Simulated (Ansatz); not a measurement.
# AlFHI (SMILES [F][AlH][I]): functionals against CCSD(T) at one geometry

An exercise on one series of results from a longer session: the logs are not shown, and one member is left open.

Program: Ansatz 0.2.0, Gaussian basis. Level of theory: single points in def2-TZVPP. These are calculated values, not measurements.

Cores are frozen in the correlated methods. Filled d shells of the heavier atoms are correlated. Core potentials replace the inner electrons past krypton, and spin-orbit coupling is left out.

### Where the work starts

SMILES `[F][AlH][I]`, 4 atoms, charge 0, spin multiplicity 1.

Atoms are counted from 1 here; the program's logs count them from 0.

Bond lengths: F1–Al2 1.678 Å, Al2–I3 2.403 Å, Al2–H4 1.736 Å. Angles: F1–Al2–I3 133.1°, F1–Al2–H4 104.8°, I3–Al2–H4 120.1°.

Coordinates:

```mol
AlFHI
  3D, bonds by distance, orders not assigned

  4  3  0  0  0  0  0  0  0  0999 V2000
   -1.4779   -0.0816    1.1096 F   0  0
   -0.1550    0.1752    0.1100 Al  0  0
    2.0557   -0.7651    0.0398 I   0  0
   -0.8027    0.9850   -1.2823 H   0  0
  1  2  8  0
  2  3  8  0
  2  4  8  0
M  END
```

Set-up of the first run:

The input, run/in.yaml:

```yaml
crystal:
  periodic: [false, false, false]
  atoms:
    - {symbol: F, position_ang: [-1.477900, -0.081600, 1.109600]}
    - {symbol: Al, position_ang: [-0.155000, 0.175200, 0.110000]}
    - {symbol: I, position_ang: [2.055700, -0.765100, 0.039800]}
    - {symbol: H, position_ang: [-0.802700, 0.985000, -1.282300]}
basis:
  gaussian: {orbitals: def2-TZVPP}
correlation: {method: ccsd_t}
output: {forces: true}
```

The command line of these runs was not kept.

Steps of the session up to this table: CCSD(T)/def2-TZVPP; PBE0-D4/def2-TZVPP; wB97M-V/def2-TZVPP; r2SCAN-D4/def2-TZVPP; PBE-D4/def2-TZVPP; LC-wPBE/def2-TZVPP; B97M-V/def2-TZVPP.

One of the session's tables, all rows but one given; the rest of the session is left out.

| method | RMS force component (eV/Å) | angle to CCSD(T) forces (°) | dipole (D) |
| --- | --- | --- | --- |
| CCSD(T) | 1.075 | reference | 1.67 |
| PBE0-D4 | 1.049 | 1.4 | 1.67 |
| wB97M-V | ? | ? | ? |
| r2SCAN-D4 | 1.054 | 0.7 | 1.63 |
| PBE-D4 | 0.958 | 9.5 | 1.63 |
| LC-wPBE | 1.064 | 5.0 | 1.59 |
| B97M-V | 1.087 | 5.0 | 1.86 |

Estimate the missing values for wB97M-V.

**Answer.** RMS force component (eV/Å): 1.080; angle to CCSD(T) forces (°): 3.3; dipole (D): 1.60. In the column «RMS force component (eV/Å)» it lies between CCSD(T) (1.075) and B97M-V (1.087).
